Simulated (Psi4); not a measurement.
**C2H3ClSi (SMILES ClC1=C[SiH2]1) at MP3/def2-SVP**

What is the energy change on altering one bond length of C2H3ClSi at MP3/def2-SVP? The job is set up through a Python script.

The results are computed with Psi4 1.11.

2 further runs of the same task are left out: 1 that didn't finish, 1 set aside as unsound or not needed.

## 1. The structure to begin with

C2H3ClSi: 7 atoms, total charge 0, spin state singlet. SMILES: `ClC1=C[SiH2]1`. The coordinates come from a PBE0-D4/def2-TZVP relaxation.

Bond lengths: Cl1–C2 1.700 Å, C2–C3 1.327 Å, C2–Si4 1.804 Å, C3–Si4 1.819 Å, C3–H5 1.082 Å, Si4–H6 1.482 Å, Si4–H7 1.482 Å. Some angles: Cl1–C2–C3 135.8°, Cl1–C2–Si4 155.1°, C3–C2–Si4 69.2°, C2–C3–Si4 67.9°, C2–Si4–C3 43.0°, C2–C3–H5 137.0°, Si4–C3–H5 155.1°, C2–Si4–H6 121.6°, C2–Si4–H7 121.6°, C3–Si4–H6 121.6°.

## 2. The energy at MP3/def2-SVP

c2h3clsi.xyz reads:

```xyz
7
C2H3ClSi
Cl    -1.169200    -2.293300     0.411500
C     -0.358000    -0.819900     0.163200
C      0.836800    -0.330000     0.466700
Si    -0.185900     0.871600    -0.438900
H      1.727500    -0.673800     0.975600
H     -0.837800     2.011300     0.248800
H      0.047800     1.166200    -1.872600
```

calc.py reads:

```python
import psi4

psi4.set_memory(2200000000)
psi4.set_num_threads(1)
psi4.core.set_output_file('output.dat', False)

with open('c2h3clsi.xyz') as f:
    atoms = ''.join(f.readlines()[2:])
m = psi4.geometry('0 1\n' + atoms + 'symmetry c1\nno_reorient\nno_com')

options = {'puream': True, 'e_convergence': 1e-09, 'd_convergence': 1e-08, 'scf_type': 'pk', 'num_frozen_docc': 12, 'mp_type': 'conv'}
psi4.set_options(options)

E, wfn = psi4.energy("mp3/def2-SVP", molecule=m, return_wfn=True)
print(f'total energy {E:.8f} hartree = {E * 27.211386:.5f} eV')
for k, v in sorted(psi4.core.scalar_variables().items()):
    print(f'{k:45s} {v:18.10f}')
```

Run with:

```bash
$ python calc.py
```

output.dat:

```text
[...]
  Running in c1 symmetry.
[...]
  Nuclear repulsion =  179.922318629891919
[...]
  Multiplicity = 1
[...]
  Nalpha       = 23
  Nbeta        = 23
[...]
    Number of basis functions: 79
[...]
   @RHF iter   1:  -825.47200862499994   -2.29827e-01   3.85000e-03 DIIS/ADIIS
[...]
   @RHF iter  12:  -825.53471411243163   -5.91172e-12   8.72543e-09 DIIS
[...]
    Orbital Energies [Eh]
    ---------------------
    Doubly Occupied:
       1A   -104.800990     2A    -68.780844     3A    -11.292413
       4A    -11.249651     5A    -10.564312     6A     -8.039456
       7A     -8.035844     8A     -8.035610     9A     -6.149966
      10A     -4.261152    11A     -4.260920    12A     -4.259492
      13A     -1.157765    14A     -1.048504    15A     -0.740572
      16A     -0.692993    17A     -0.629035    18A     -0.538010
      19A     -0.536971    20A     -0.489830    21A     -0.436430
      22A     -0.389635    23A     -0.378547
[...]
  @RHF Final Energy:  -825.53471411243163
   => Energetics <=
    Nuclear Repulsion Energy =            179.9223186298919188
    One-Electron Energy =               -1497.3761792816444540
    Two-Electron Energy =                 491.9191465393209910
    Total Energy =                       -825.5347141124316295
[...]
 Multipole Moments:
 ------------------------------------------------------------------------------------
     Multipole            Electronic (a.u.)      Nuclear  (a.u.)        Total (a.u.)
 ------------------------------------------------------------------------------------
 L = 1.  Multiply by 2.5417464519 to convert [e a0] to [Debye]
 Dipole X            :         35.5830888          -35.2787301            0.3043586
 Dipole Y            :         59.4648107          -58.9205268            0.5442839
 Dipole Z            :         -7.6148314            7.5250784           -0.0897530
 Magnitude           :                                                    0.6300276
[...]
	SCS-MP2 Total Energy (a.u.)        :  -826.01487241389191
	SOS-MP2 Total Energy (a.u.)        :  -826.01154669054631
[...]
	SOS-PI-MP2 Total Energy (a.u.)     :  -826.04822611963209
[...]
	MP2 Total Energy (a.u.)            :  -826.02152386058344
[...]
	SCS-MP3 Total Energy (a.u.)        :  -826.02276827263631
[...]
	MP3 Total Energy (a.u.)            :  -826.05310729556129
[...]
```

It took 7.2 s on 1 thread of Intel Xeon Platinum 8259CL at 2.50GHz (Skylake/Cascade Lake), shared host; peak memory 0.45 GiB.

## 3. The distorted shape, same level

c2h3clsi.xyz reads:

```xyz
7
C2H3ClSi
Cl    -1.881732    -2.018271     0.004396
C     -1.070532    -0.544871    -0.243904
C      0.124268    -0.054971     0.059596
Si    -0.898432     1.146629    -0.846004
H      1.727500    -0.673800     0.975600
H     -1.550332     2.286329    -0.158304
H     -0.664732     1.441229    -2.279704
```

calc.py reads:

```python
import psi4

psi4.set_memory(2200000000)
psi4.set_num_threads(1)
psi4.set_output_file('c2h3clsi.out', False)

with open('c2h3clsi.xyz') as f:
    atoms = ''.join(f.readlines()[2:])
mol = psi4.geometry('0 1\n' + atoms + 'symmetry c1')

psi4.set_options({
    'basis': 'def2-SVP',
    'puream': True,
    'e_convergence': 1e-09,
    'd_convergence': 1e-08,
    'scf_type': 'pk',
    'num_frozen_docc': 12,
    'mp_type': 'conv',
})

E, wfn = psi4.energy("mp3", return_wfn=True)
print(f'total energy {E:.8f} hartree = {E * 27.211386:.5f} eV')
```

Run with:

```bash
$ python calc.py
```

c2h3clsi.out:

```text
[...]
  Running in c1 symmetry.
[...]
  Nuclear repulsion =  177.189739206301880
[...]
  Multiplicity = 1
[...]
  Nalpha       = 23
  Nbeta        = 23
[...]
    Number of basis functions: 79
[...]
   @RHF iter   1:  -825.30874073138853   -3.67616e-01   3.85226e-03 DIIS/ADIIS
[...]
   @RHF iter  13:  -825.38404223542261   -1.00044e-11   5.46460e-09 DIIS
[...]
    Orbital Energies [Eh]
    ---------------------
    Doubly Occupied:
       1A   -104.809942     2A    -68.797943     3A    -11.303975
       4A    -11.301265     5A    -10.573071     6A     -8.048231
       7A     -8.044489     8A     -8.044300     9A     -6.166776
      10A     -4.277770    11A     -4.277691    12A     -4.275963
      13A     -1.166305    14A     -1.056411    15A     -0.706208
      16A     -0.673872    17A     -0.568543    18A     -0.546925
      19A     -0.512135    20A     -0.498584    21A     -0.442491
      22A     -0.387002    23A     -0.357301
[...]
  @RHF Final Energy:  -825.38404223542261
   => Energetics <=
    Nuclear Repulsion Energy =            177.1897392063018799
    One-Electron Energy =               -1491.4731768711653785
    Two-Electron Energy =                 488.8993954294408013
    Total Energy =                       -825.3840422354226121
[...]
 Multipole Moments:
 ------------------------------------------------------------------------------------
     Multipole            Electronic (a.u.)      Nuclear  (a.u.)        Total (a.u.)
 ------------------------------------------------------------------------------------
 L = 1.  Multiply by 2.5417464519 to convert [e a0] to [Debye]
 Dipole X            :         -3.5250663            3.4380118           -0.0870545
 Dipole Y            :         -4.9992295            5.6443084            0.6450788
 Dipole Z            :          0.5200252           -0.8133271           -0.2933019
 Magnitude           :                                                    0.7139546
[...]
	SCS-MP2 Total Energy (a.u.)        :  -825.88544882156123
	SOS-MP2 Total Energy (a.u.)        :  -825.88266258453018
[...]
	SOS-PI-MP2 Total Energy (a.u.)     :  -825.92101799600005
[...]
	MP2 Total Energy (a.u.)            :  -825.89102129562332
[...]
	SCS-MP3 Total Energy (a.u.)        :  -825.89301848798880
[...]
	MP3 Total Energy (a.u.)            :  -825.92129996133360
[...]
```

Standard output:

```text
total energy -825.92129996 hartree = -22474.46330 eV
```

Run time: 6.6 s. Hardware: 1 thread of Intel Xeon Platinum 8259CL at 2.50GHz (Skylake/Cascade Lake), shared host; peak memory 0.45 GiB.

## 4. What came out

At MP3/def2-SVP, 12 core orbitals frozen:

| quantity | value |
| --- | --- |
| first shape: total energy | -826.05311 Eh |
| first shape: HOMO energy (Hartree–Fock orbitals) | -10.30 eV |
| first shape: LUMO energy (Hartree–Fock orbitals) | 3.31 eV |
| first shape: HOMO–LUMO gap (Hartree–Fock orbitals) | 13.61 eV |
| first shape: correlation energy (12 core orbitals frozen) | -518.4 mEh |
| distorted shape: total energy | -825.92130 Eh |
| distorted shape: HOMO energy (Hartree–Fock orbitals) | -9.72 eV |
| distorted shape: LUMO energy (Hartree–Fock orbitals) | 0.88 eV |
| distorted shape: HOMO–LUMO gap (Hartree–Fock orbitals) | 10.60 eV |
| distorted shape: correlation energy (12 core orbitals frozen) | -537.3 mEh |
| energy change with the C3–H5 bond stretched from 1.082 to 1.947 Å | 3.587 eV |

With the C3–H5 bond stretched from 1.082 to 1.947 Å the energy rises by 3.59 eV (346 kJ/mol). The first shape isn't relaxed at this level, so the change isn't measured from a minimum. A restricted reference can't describe the breaking bond well at this length.
